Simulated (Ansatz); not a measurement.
**C3H6Si: basis-set convergence**

An exercise on one series of results from a longer session: the logs are not shown, and one member is left open.

The runs use Ansatz 0.2.0, Gaussian basis; one geometry, several basis sets.

Plan: PBE0-D4/def2-SVP; ωB97M-V/def2-SVP; PBE0-D4/def2-QZVPP; ωB97M-V/def2-QZVPP; the functionals' def2-TZVPP values are taken from earlier runs.

### The relaxed structure

An earlier PBE0-D4 in a triple-zeta def2 set relaxation fixed the geometry.

SMILES `[SiH3]C1=CC1`, 10 atoms, charge 0, spin multiplicity 1.

Atoms are counted from 1 here; the program's logs count them from 0.

Bond lengths: Si1–C2 1.833 Å, Si1–H5 1.485 Å, Si1–H6 1.486 Å, Si1–H7 1.486 Å, C2–C3 1.296 Å, C2–C4 1.523 Å, C3–C4 1.479 Å, C3–H8 1.078 Å, C4–H9 1.090 Å, C4–H10 1.090 Å. Angles: C2–Si1–H5 110.5°, C2–Si1–H6 109.3°, C2–Si1–H7 109.3°, H5–Si1–H6 109.6°, H5–Si1–H7 109.6°, H6–Si1–H7 108.6°, Si1–C2–C3 152.3°, Si1–C2–C4 145.0°, C3–C2–C4 62.7°, C2–C3–C4 66.2°, C2–C3–H8 147.8°, C4–C3–H8 146.0°, C2–C4–C3 51.1°, C2–C4–H9 119.0°, C2–C4–H10 119.0°, C3–C4–H9 119.9°, C3–C4–H10 119.9°, H9–C4–H10 113.9°.

The first run:

in.yaml reads:

```yaml
crystal:
  periodic: [false, false, false]
  atoms:
    - {symbol: Si, position_ang: [-0.976381, 0.983637, -0.918358]}
    - {symbol: C, position_ang: [0.023983, -0.235175, 0.016319]}
    - {symbol: C, position_ang: [0.356269, -1.448448, 0.329252]}
    - {symbol: C, position_ang: [1.132104, -0.413561, 1.046172]}
    - {symbol: H, position_ang: [-1.944557, 0.290226, -1.805775]}
    - {symbol: H, position_ang: [-1.710982, 1.852497, 0.037506]}
    - {symbol: H, position_ang: [-0.074170, 1.835967, -1.735593]}
    - {symbol: H, position_ang: [0.195984, -2.504021, 0.184017]}
    - {symbol: H, position_ang: [0.918652, -0.203767, 2.094080]}
    - {symbol: H, position_ang: [2.162199, -0.208553, 0.755380]}
basis:
  gaussian: {orbitals: def2-SVP}
hamiltonian: {xc: pbe0, dispersion: d4}
output: {orbitals: {seedname: orbitals}}
```

Run with:

```
$ ansatz run in.yaml --threads 2 --pin off --events-out ev --progress --plain --max-ram 4352MiB
```

Steps of the session up to this table: PBE0-D4 in def2-SVP; ωB97M-V in def2-SVP; PBE0-D4 in def2-QZVPP; ωB97M-V in def2-QZVPP.

One table of the session follows, with a row left open; its other results are not shown here.

It belongs to the step «Density functionals: the series». 

```
functional       basis  HOMO (eV)
   PBE0-D4    def2-SVP      -7.31
   PBE0-D4  def2-TZVPP      -7.33
   PBE0-D4  def2-QZVPP          ?
   ωB97M-V    def2-SVP      -9.51
   ωB97M-V  def2-TZVPP      -9.54
   ωB97M-V  def2-QZVPP      -9.54
```

Estimate the missing values for PBE0-D4, def2-QZVPP.

As computed: HOMO (eV): -7.34. In the column «HOMO (eV)» it lies between ωB97M-V, def2-SVP (-9.51) and PBE0-D4, def2-TZVPP (-7.33).
